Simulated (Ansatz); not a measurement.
# BH9SSi2Sn: the cost of one run

All numbers below are computed with Ansatz 0.2.0 (RKS PBE-D4/def2-SVP).

## 1. The structure to begin with

Bond lengths: Si1–B2 1.873 Å, B2–Si3 1.910 Å, Si3–S4 2.114 Å, Si3–Sn5 2.523 Å, Si1–H6 1.510 Å, Si1–H7 1.493 Å, Si1–H8 1.453 Å, B2–H9 1.137 Å, Si3–H10 1.488 Å, S4–H11 1.438 Å, Sn5–H12 1.728 Å, Sn5–H13 1.809 Å, Sn5–H14 1.757 Å. Angles (14 of 22 angles, heavy atoms first): Si1–B2–Si3 119.4°, B2–Si3–S4 112.8°, B2–Si3–Sn5 109.6°, S4–Si3–Sn5 108.3°, Si1–B2–H9 121.2°, Si3–B2–H9 119.4°, B2–Si1–H6 111.7°, B2–Si1–H7 111.8°, B2–Si1–H8 111.6°, B2–Si3–H10 110.9°, S4–Si3–H10 106.9°, Sn5–Si3–H10 108.1°, Si3–S4–H11 93.2°, Si3–Sn5–H12 110.6°.

Structure file:

```xyz
14

Si   -1.9628    0.1865   -0.9205
B    -0.6611   -1.1596   -0.8898
Si    0.7089   -1.1070    0.4394
S    -0.0523   -1.2548    2.4065
Sn    1.9930    1.0564    0.2481
H    -1.9571    0.9379   -2.2304
H    -1.7333    1.2025    0.1488
H    -3.2995   -0.3579   -0.7569
H    -0.6682   -2.0033   -1.6519
H     1.6674   -2.2305    0.2600
H    -0.8095   -0.0375    2.2919
H     2.7297    1.1901   -1.3088
H     0.8177    2.4114    0.4841
H     3.2141    1.1365    1.5083
```

## 2. Relaxing end A

Contents of input.yaml:

```yaml
crystal:
  periodic: [false, false, false]
  atoms:
    - { symbol: Si, position_ang: [-1.9628, 0.1865, -0.9205] }
    - { symbol: B, position_ang: [-0.6611, -1.1596, -0.8898] }
    - { symbol: Si, position_ang: [0.7089, -1.107, 0.4394] }
    - { symbol: S, position_ang: [-0.0523, -1.2548, 2.4065] }
    - { symbol: Sn, position_ang: [1.993, 1.0564, 0.2481] }
    - { symbol: H, position_ang: [-1.9571, 0.9379, -2.2304] }
    - { symbol: H, position_ang: [-1.7333, 1.2025, 0.1488] }
    - { symbol: H, position_ang: [-3.2995, -0.3579, -0.7569] }
    - { symbol: H, position_ang: [-0.6682, -2.0033, -1.6519] }
    - { symbol: H, position_ang: [1.6674, -2.2305, 0.26] }
    - { symbol: H, position_ang: [-0.8095, -0.0375, 2.2919] }
    - { symbol: H, position_ang: [2.7297, 1.1901, -1.3088] }
    - { symbol: H, position_ang: [0.8177, 2.4114, 0.4841] }
    - { symbol: H, position_ang: [3.2141, 1.1365, 1.5083] }
basis:
  gaussian: { orbitals: def2-SVP }
hamiltonian:
  xc: pbe
  dispersion: d4
relax:
  f_tol: 0.015
  max_steps: 40
```

Command:

```
> ansatz run input.yaml --threads 2 --pin off --max-ram 3072MiB --backend cpu --events-out ev --progress --plain --runs-dir out
```

Q: Estimate wall time and peak memory on 2 threads of Intel Xeon Platinum 8488C (Sapphire Rapids), shared host.

About 74 s, with a peak of 0.21 GiB.
